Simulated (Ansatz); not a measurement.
# BGeH4: the cost of one run

Program: the Python package of Ansatz 0.2.0. Level of theory: CCSD(T)/def2-SVP. These are calculated values, not measurements.

## (1) Starting point

Bond lengths: B1–Ge2 2.018 Å, B1–H3 1.181 Å, B1–H4 1.181 Å, Ge2–H5 1.550 Å, Ge2–H6 1.550 Å. Angles: B1–Ge2–H5 109.4°, B1–Ge2–H6 109.4°, H5–Ge2–H6 109.5°, Ge2–B1–H3 120.0°, Ge2–B1–H4 120.0°, H3–B1–H4 120.0°.

No structure file is read: the coordinates are typed or built in the script.

## (2) The code

bgeh4_scan.py reads:

```python
"""Stretching a bond of BGeH4, the rest held rigid."""

import ansatz as az
import matplotlib.pyplot as plt
import numpy as np

BASIS_SET = "def2-SVP"
LEVEL = "ccsd_t"


def main() -> None:
    geometry = (
        az.Crystal.molecule()
        .atom("B", (-1.0129, 0.0012, 0.0396))
        .atom("Ge", (0.9628, 0.1019, 0.4381))
        .atom("H", (-1.7009, 0.9435, 0.2228))
        .atom("H", (-1.4802, -0.9994, -0.3792))
        .atom("H", (1.6244, -1.2604, 0.1081))
        .atom("H", (1.6068, 1.2133, -0.4294))
    )

    symbols = [site.symbol for site in geometry.cartesian_sites]
    start = np.array([site.position_ang for site in geometry.cartesian_sites])
    axis = (start[3] - start[0]) / np.linalg.norm(start[3] - start[0])
    moving = [3]
    lengths, energies = [1.039, 1.087, 1.134, 1.181, 1.228, 1.276, 1.323, 1.394], []
    for length in lengths:
        xyz = start.copy()
        xyz[moving] += (length - np.linalg.norm(start[3] - start[0])) * axis
        point = az.Crystal.molecule()
        for symbol, place in zip(symbols, xyz):
            point = point.atom(symbol, place.tolist())
        job = (
            point.calculation()
            .basis(gaussian=BASIS_SET)
            .correlation(LEVEL)
            .spin("collinear", total=1)
        )
        rep = job.run().report
        energies.append(rep["free_energy_ev"])
        print(f"r = {length:6.3f} A  E = {energies[-1]:.5f} eV  <S^2> = {abs(rep['mean_field']['state']['spin_squared']):.3f}")

    # quartic fit about the minimum
    fit = np.polynomial.Polynomial.fit(lengths, np.array(energies) - min(energies), 4).convert()
    roots = [r.real for r in fit.deriv().roots() if abs(r.imag) < 1e-9 and fit.deriv(2)(r.real) > 0]
    r_e = min(roots, key=lambda r: abs(r - lengths[int(np.argmin(energies))]))
    print(f"minimum of the fit at {r_e:.4f} A, force constant {fit.deriv(2)(r_e):.2f} eV/A^2")
    plt.figure(figsize=(4.5, 3))
    plt.plot(lengths, np.array(energies) - min(energies), "o-")
    plt.xlabel("bond length (A)")
    plt.ylabel("E - E(min) (eV)")
    plt.tight_layout()
    plt.savefig("scan.png", dpi=100)


if __name__ == "__main__":
    main()
```

## (3) The input behind the calls

The engine receives this input (first run):

```yaml
crystal:
  periodic: [false, false, false]
  atoms:
    - { symbol: B, position_ang: [-1.0129, 0.0012, 0.0396] }
    - { symbol: Ge, position_ang: [0.9628, 0.1019, 0.4381] }
    - { symbol: H, position_ang: [-1.7009, 0.9435, 0.2228] }
    - { symbol: H, position_ang: [-1.4239834288307855, -0.8790270038264155, -0.32881801839146796] }
    - { symbol: H, position_ang: [1.6244, -1.2604, 0.1081] }
    - { symbol: H, position_ang: [1.6068, 1.2133, -0.4294] }
basis:
  gaussian:
    orbitals: def2-SVP
magnetization:
  spin_polarized: true
  initial_magnetization: 1.0
correlation:
  method: ccsd_t
```

## (4) The run

On the command line:

```console
> python bgeh4_scan.py
```

What time and memory should one allow on 1 thread of Arm Neoverse V2, shared host?

About 78 s, with a peak of 0.37 GiB.
